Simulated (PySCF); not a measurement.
# C21H20O2S: the cost of one run

Programs: PySCF 2.14.0, with routines of our own; each step states its level. All values are computed. Atoms count from 0.

## 1. The system as given

44 atoms, charge 0, multiplicity 1; geometry from: GFN2-xTB.

## 2. NMR shifts: GIAO PBE0/pcSseg-1

What the job is given:

```
{"job": {"kind": "nmr", "basis": "pcSseg-1", "pop": false, "xc": "PBE0"}, "charge": 0, "multiplicity": 1}
C     -5.137355     1.620023    -2.642252
C     -4.744766     0.397665    -2.294711
C     -3.662845     0.118235    -1.388641
C     -3.185175    -1.080258    -0.927390
C     -2.090949    -0.786187    -0.070058
C     -1.307746    -1.749012     0.675099
C      0.007757    -1.739387     0.932545
C      1.022019    -0.853618     0.394720
C      2.122015    -0.303034     1.105202
C      2.839524     0.440481     0.205694
C      4.033270     1.210308     0.373017
C      4.752342     1.892662    -0.571895
C      5.886957     2.532977    -0.036534
C      6.021428     2.336852     1.300221
S      4.759593     1.360234     1.944082
O      2.257341     0.369147    -1.017578
C      1.160601    -0.412400    -0.902117
C      0.371494    -0.691095    -2.128007
C      0.395510    -2.884662     1.834752
C     -0.949902    -3.409707     2.352692
C     -1.979116    -2.937384     1.318367
C     -1.991693     0.587217    -0.057526
C     -1.095555     1.505897     0.688877
O     -2.937339     1.131069    -0.850080
H     -5.948934     1.780580    -3.328948
H     -4.649761     2.494942    -2.248038
H     -5.234814    -0.482105    -2.688469
H     -3.553980    -2.053433    -1.179873
H      2.345849    -0.419084     2.145856
H      4.470938     1.924250    -1.608887
H      6.575167     3.114551    -0.623216
H      6.786159     2.700507     1.956656
H     -0.184609    -1.615707    -2.000950
H      1.038606    -0.774895    -2.983916
H     -0.339083     0.111728    -2.329115
H      0.926859    -3.643742     1.252757
H      1.057243    -2.565506     2.640066
H     -1.172075    -2.953304     3.318356
H     -0.953110    -4.490814     2.480341
H     -2.168024    -3.707582     0.564549
H     -2.935807    -2.672026     1.768876
H     -1.646333     2.398109     0.979943
H     -0.249633     1.814492     0.073288
H     -0.708765     1.007883     1.573456
```

Level: GIAO PBE0/pcSseg-1 NMR shielding, non-relativistic, gas phase.

Launch:

```sh
$ OMP_NUM_THREADS=2 python large_run.py task.json out
```

This one command runs all jobs of the session in turn.

Q: Estimate the wall time and peak memory of this first job on 2 threads of Intel Xeon 6975P-C, shared host.

About 53 s, with a peak of 1.6 GiB.
